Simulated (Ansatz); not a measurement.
HfB in Ansatz: the effect of functional

HfB:

```xyz
2
Lattice="0.0000 2.3553 2.3553 2.3553 0.0000 2.3553 2.3553 2.3553 0.0000" Properties=species:S:1:pos:R:3 pbc="T T T"
Hf    2.3553    2.3553    2.3553
B     0.0000    0.0000    0.0000
```

The cell isn't the ideal one: volume scaled by 1.06.

Alike in all runs:

```yaml
Program: Ansatz 0.2.0
Task: single point
Potentials_or_basis: Ansatz PAW
k_mesh: 10 × 10 × 10
Occupations: fermi-dirac, width 0.05 eV
Spin: no spin polarisation
```

```tsv
functional	cutoff	pressure (GPa)
LDA	420 eV (not typed: the program's choice for these potentials)	4.6
PBEsol	420 eV (not typed: the program's choice for these potentials)	9.5
r2SCAN	500 eV (not typed: the program's choice for these potentials)	?
```

Q: What does the run with functional r2SCAN give?

A: Pressure 14.4 GPa.

Caveats: the PAW data sets come from PBE, with cores solved anew for the run's functional, which leaves a small shift of forces and pressure.

Runs at the PBE level aren't shown here.
